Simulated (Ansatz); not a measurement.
# TiSi3O8: the band gap up the ladder of functionals

The task here is to estimate one member of a computed series from the others.

Program: Ansatz 0.2.0. PAW datasets, plane waves. Note: simulated data, non-magnetic, for a generated structure that need not be the stable one.

### The structure to begin with

The cell was relaxed beforehand with r2SCAN.

It is monoclinic, Cm (No. 8); a = 9.469 Å, b = 3.557 Å, c = 7.107 Å, β = 111.8° in the conventional setting, 9.26 Å³ an atom. Ti has 6 O at 1.85–1.98 Å; Si has 6 O at 1.78–1.82 Å; O has 3 Si at 1.78–1.82 Å; O has 2 Si at 1.80–1.81 Å and 1 Ti at 1.96 Å; O has 2 Si at 1.75–1.79 Å and 1 Ti at 1.90 Å.

Structure file:

```
CELL_PARAMETERS angstrom
4.73429 -1.77853 -0.03572
4.73429 1.77853 -0.03572
-2.58668 0.00000 6.61924
ATOMIC_POSITIONS crystal
Ti 0.99393 0.99393 0.00062
Si 0.25984 0.25984 0.37978
O 0.46205 0.46205 0.47910
O 0.21701 0.21701 0.10942
O 0.05643 0.05643 0.28716
O 0.80328 0.80328 0.39938
Si 0.00750 0.00750 0.50158
Si 0.24013 0.24013 0.86977
O 0.43503 0.43503 0.96829
O 0.21259 0.21259 0.60614
O 0.04346 0.04346 0.76233
O 0.76875 0.76875 0.88642
```

Set-up of the first run:

File input.yaml:

```yaml
crystal:
  lattice:
    - [4.734292551, -1.778531989, -0.0357221839]
    - [4.734292551, 1.778531989, -0.0357221839]
    - [-2.5866753214, 0.0, 6.61923565]
  atoms:
    - { symbol: Ti, position: [-0.0060665973, -0.0060665973, 0.0006202434] }
    - { symbol: Si, position: [0.2598398707, 0.2598398707, 0.379777725] }
    - { symbol: O, position: [0.4620501424, 0.4620501424, 0.4791018725] }
    - { symbol: O, position: [0.2170074875, 0.2170074875, 0.1094216926] }
    - { symbol: O, position: [0.0564265708, 0.0564265708, 0.2871596136] }
    - { symbol: O, position: [0.8032828642, 0.8032828642, 0.3993837312] }
    - { symbol: Si, position: [0.0074967148, 0.0074967148, 0.5015821975] }
    - { symbol: Si, position: [0.240134443, 0.240134443, 0.8697667505] }
    - { symbol: O, position: [0.4350335949, 0.4350335949, 0.9682853806] }
    - { symbol: O, position: [0.2125862367, 0.2125862367, 0.6061445081] }
    - { symbol: O, position: [0.0434589208, 0.0434589208, 0.7623325375] }
    - { symbol: O, position: [0.7687497513, 0.7687497513, 0.8864237476] }
kpoints:
  mp_grid: { grid: [8, 8, 4] }
  band_path:
    path:
      - [[0.0, 0.0, 0.0], [-0.2909108261623, 0.2909108261623, 3.955096326791e-18]]
      - [[0.2909108261623, 0.7090891738377, 7.160428975598e-17], [0.5, 0.5, 7.160428975598e-17], [0.0, 0.0, 0.0], [0.5, 0.5, -0.5], [0.2706883155419, 0.7293116844581, -0.5]]
      - [[-0.2706883155419, 0.2706883155419, -0.5], [1.670447318154e-19, 1.93528131497e-19, -0.5], [0.0, 0.0, 0.0]]
      - [[-1.941722497417e-17, 0.5, -0.5], [0.0, 0.0, 0.0], [-2.05308284714e-17, 0.5, 3.580214487799e-17]]
    npoints: 10
hamiltonian:
  xc: pbe
scf:
  occupations: { method: fermi_dirac, width: 0.02 }
  n_extra_bands: 7
output:
  forces: true
  stress: true
  eigenvalues: true
  write_density: true
  write_potential: true
  elf: true
  volumetric_format: npy
```

Steps of the session up to this table: Band structure with PBE; r2SCAN; Single point with HSE06; PBE0.

One of the session's tables, all rows but one given; the rest of the session is left out.

```
 level  gap (eV)
   PBE         ?
r2SCAN      3.26
 HSE06      4.54
  PBE0      5.31
```

**Question.** Estimate the row for PBE.

**Answer.** gap (eV): 2.90. In the column «gap (eV)» it is the lowest.

Meshes: PBE 8×8×4, r2SCAN 8×8×4, HSE06 4×4×2, PBE0 4×4×2

The gap runs from 2.90 eV (PBE) to 5.31 eV (PBE0). PBE reaches 64 % of the HSE06 value, and r2SCAN 72 %. PBE0 lies 0.77 eV above HSE06, which differs from it by screening the long-range exchange.

Caveats from the session: Warnings in the runs' records: stress scf threshold loose, stress exchange threshold loose.
